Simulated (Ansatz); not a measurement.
# C6H19GeN3O: up Jacob's ladder to CCSD(T)

One table from this session's results is given with a row withheld; the runs are named, their logs left out.

Method: functionals in def2-TZVPP, the program's frozen cores in correlated methods; program: Ansatz 0.2.0, Gaussian basis.

Plan: LDA (SPW92), PBE-D4, revPBE-D4, BLYP-D4, r2SCAN-D4, B97M-V, PBE0-D4, B3LYP-D4, r2SCANh-D4, r2SCAN0-D4, HSE06-D4, BHLYP-D4, CAM-B3LYP-D4, LC-ωPBE, ωB97X-V, ωB97M-V, B2PLYP, PBE-QIDH; CCSD(T)/def2-SVP; CCSD(T)/def2-TZVPP; MP2/def2-QZVPP; extrapolation to the limit; RPA on PBE.

## The geometry

The geometry comes from an earlier relaxation with PBE0-D4 in a triple-zeta def2 set; it is a stationary point, not always the lowest conformer.

30 atoms, charge 0, spin multiplicity 1.

Atoms are counted from 1 here; the program's logs count them from 0.

Bond lengths: C1–N2 1.442 Å, C1–H12 1.098 Å, C1–H13 1.090 Å, C1–H14 1.102 Å, N2–C3 1.441 Å, N2–Ge4 1.821 Å, C3–H15 1.098 Å, C3–H16 1.102 Å, C3–H17 1.093 Å, Ge4–O5 1.782 Å, Ge4–N6 1.832 Å, Ge4–N9 1.816 Å, O5–H18 0.959 Å, N6–C7 1.443 Å, N6–C8 1.443 Å, C7–H19 1.092 Å, C7–H20 1.102 Å, C7–H21 1.098 Å and more. Angles: N2–C1–H12 110.0°, N2–C1–H13 110.4°, N2–C1–H14 112.8°, H12–C1–H13 108.0°, H12–C1–H14 107.2°, H13–C1–H14 108.2°, C1–N2–C3 113.7°, C1–N2–Ge4 120.7°, C3–N2–Ge4 117.9°, N2–C3–H15 110.4°, N2–C3–H16 113.0°, N2–C3–H17 110.6°, H15–C3–H16 107.2°, H15–C3–H17 107.5°, H16–C3–H17 107.9°, N2–Ge4–O5 102.4°, N2–Ge4–N6 120.2°, N2–Ge4–N9 106.8° and more.

Set-up of the first run:

The input, in.yaml:

```yaml
crystal:
  periodic: [false, false, false]
  atoms:
    - {symbol: C, position_ang: [-1.139805, 1.652525, -2.170406]}
    - {symbol: N, position_ang: [-0.991075, 0.464807, -1.365838]}
    - {symbol: C, position_ang: [-0.871566, -0.746493, -2.138040]}
    - {symbol: Ge, position_ang: [-0.151894, 0.533171, 0.248560]}
    - {symbol: O, position_ang: [-0.418283, 2.223449, 0.747457]}
    - {symbol: N, position_ang: [1.653951, 0.247210, 0.360730]}
    - {symbol: C, position_ang: [2.175403, -1.076136, 0.119463]}
    - {symbol: C, position_ang: [2.554136, 1.291911, -0.063917]}
    - {symbol: N, position_ang: [-0.897555, -0.760198, 1.282641]}
    - {symbol: C, position_ang: [-2.305264, -1.054095, 1.185427]}
    - {symbol: C, position_ang: [-0.315443, -1.126404, 2.548411]}
    - {symbol: H, position_ang: [-2.054122, 1.585559, -2.774385]}
    - {symbol: H, position_ang: [-1.219561, 2.534236, -1.534949]}
    - {symbol: H, position_ang: [-0.299300, 1.804237, -2.866783]}
    - {symbol: H, position_ang: [-1.767374, -0.896221, -2.754791]}
    - {symbol: H, position_ang: [-0.004523, -0.740752, -2.818324]}
    - {symbol: H, position_ang: [-0.776828, -1.614016, -1.480048]}
    - {symbol: H, position_ang: [-0.120377, 2.379081, 1.646013]}
    - {symbol: H, position_ang: [1.448900, -1.835417, 0.414983]}
    - {symbol: H, position_ang: [2.431142, -1.246148, -0.938759]}
    - {symbol: H, position_ang: [3.090061, -1.240894, 0.704376]}
    - {symbol: H, position_ang: [3.488792, 1.248136, 0.510439]}
    - {symbol: H, position_ang: [2.823443, 1.214662, -1.129711]}
    - {symbol: H, position_ang: [2.105299, 2.273023, 0.098931]}
    - {symbol: H, position_ang: [-2.480900, -2.135413, 1.264072]}
    - {symbol: H, position_ang: [-2.888760, -0.568275, 1.982458]}
    - {symbol: H, position_ang: [-2.697191, -0.713921, 0.225928]}
    - {symbol: H, position_ang: [-0.372587, -2.212248, 2.704637]}
    - {symbol: H, position_ang: [0.735915, -0.836034, 2.584994]}
    - {symbol: H, position_ang: [-0.830233, -0.649945, 3.397629]}
basis:
  gaussian: {orbitals: def2-TZVPP}
hamiltonian: {xc: lda}
output: {orbitals: {seedname: orbitals}}
```

Launch:

```sh
> ansatz run in.yaml --threads 11 --pin off --events-out ev --progress --plain --max-ram 166912MiB --backend cuda --devices 0, --max-vram 75GiB
```

Among the steps run: LDA; PBE-D4 (GGA); revPBE-D4 (GGA); BLYP-D4 (GGA); r2SCAN-D4 (meta-GGA); B97M-V (meta-GGA); B3LYP-D4 (hybrid); r2SCANh-D4 (hybrid); r2SCAN0-D4 (hybrid); HSE06-D4 (hybrid); BHLYP-D4 (hybrid); CAM-B3LYP-D4 (range-separated); LC-ωPBE (range-separated); ωB97X-V (range-separated); ωB97M-V (range-separated); B2PLYP (double hybrid); PBE-QIDH (double hybrid).

One of the session's tables, all rows but one given; the rest of the session is left out.

It belongs to the step «Orbital energies across the functionals». 

```
  functional  HOMO (eV)  LUMO (eV)  gap (eV)
 LDA (SPW92)      -4.65      -0.56      4.09
      PBE-D4      -4.54      -0.30      4.23
   revPBE-D4      -4.49      -0.17      4.32
     BLYP-D4          ?          ?         ?
   r2SCAN-D4      -4.76       0.20      4.96
      B97M-V      -4.94      -0.17      4.76
     PBE0-D4      -5.84       0.58      6.42
    B3LYP-D4      -5.64       0.26      5.90
  r2SCANh-D4      -5.25       0.50      5.76
  r2SCAN0-D4      -6.00       0.92      6.92
    HSE06-D4      -5.44       0.21      5.65
    BHLYP-D4      -7.10       1.26      8.36
CAM-B3LYP-D4      -7.20       1.39      8.59
     LC-ωPBE      -8.50       2.71     11.21
     ωB97X-V      -8.20       2.43     10.64
     ωB97M-V      -8.13       2.03     10.16
```

**Question.** Estimate the row for BLYP-D4.

Worked estimate for «HOMO (eV)». Against the share of exact exchange, B3LYP-D4 (0.2, -5.64), BHLYP-D4 (0.5, -7.10) give a slope of -4.87 per unit share; at 0 the line stands at -4.67.

**Answer.** HOMO (eV): -4.44; LUMO (eV): -0.27; gap (eV): 4.16. In «HOMO (eV)» the line misses by -0.23.
